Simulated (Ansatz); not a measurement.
## Cu3O2 in Ansatz: the effect of functional

The system is Cu3O2.

```xyz
5
Lattice="-2.0230 2.0230 3.6736 2.0230 -2.0230 3.6736 2.0230 2.0230 -3.6736" Properties=species:S:1:pos:R:3 pbc="T T T"
Cu    0.0000    0.0000    0.0000
Cu    0.0000    2.0230    1.8368
Cu    2.0230    0.0000    1.8368
O     0.0000    2.0230    0.0000
O     2.0230    0.0000    0.0000
```

The cell comes from a database or a generator and needn't be the stable form of this composition.

Alike in all runs:

```yaml
Program: Ansatz 0.2.0
Task: band structure
Potentials_or_basis: all-electron LAPW, scalar-relativistic
Cutoff: 462 eV
Basis_error_allowed: 0.002 eV/atom
k_mesh: 9 × 9 × 9
Occupations: fermi-dirac, width 0.05 eV
Spin: no spin polarisation
```

Task: One run gave: pressure 0.7 GPa. Which functional did it use?
A. PBE
B. PBEsol
C. LDA

Result: A.

| functional | pressure (GPa) |
| --- | --- |
| PBEsol | -6.2 |
| LDA | -11.6 |
| PBE | 0.7 |

Caveats: an odd number of electrons without spin polarisation forces a metal; a magnetic or distorted state may lie lower; the run has no spin polarisation, though such a crystal can be magnetic.

Not every run made on this cell is shown here.
